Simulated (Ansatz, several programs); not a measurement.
TlZnCl3 built on the cubic perovskite prototype, relaxed with PBE in Ansatz (plane waves, PAW): it is cubic, Pm-3m (No. 221); conventional cell a = 4.976 Å, 24.64 Å³ an atom. Around Tl lie 12 Cl at 3.52 Å; around Zn lie 6 Cl at 2.49 Å; around Cl lie 2 Zn at 2.49 Å and 4 Tl at 3.52 Å. The cell was then scaled with its shape and fractional coordinates held. These are computed values for a spin-unpolarised cell that may be hypothetical; none is a measurement.

```
V (Å³/atom)  E (meV/atom)
     23.162         11.53
     23.901          2.74
     24.640          0.00
     26.119          9.05
```

(1) Pass a cubic E = c₀ + c₁u + c₂u² + c₃u³, with u = V − 24.456 Å³, through these points.

(2) Where is the minimum, and what bulk modulus follows?

(3) Predict the energy and the pressure at the withheld volume, 25.379 Å³.

Results:

(1) c₀ = 0.17, c₁ = -1.794, c₂ = 4.915, c₃ = -0.3749 (meV and Å³).

(2) dE/du = 0 at u = +0.187, so V₀ = 24.64 Å³. B = V₀ d²E/dV² = 24.64 × (2c₂ + 6c₃u) = 24.64 × 9.410 = 232 meV/Å³, and 1 meV/Å³ is 0.16022 GPa: 37 GPa. A third-order Birch-Murnaghan fit to all five points gives 24.65 Å³ and 37 GPa.

(3) With u = +0.923: E ≈ 2.41 meV and P = −dE/dV ≈ -1.01 GPa. The run gives 2.38 meV and, from its stress, -1.01 GPa.
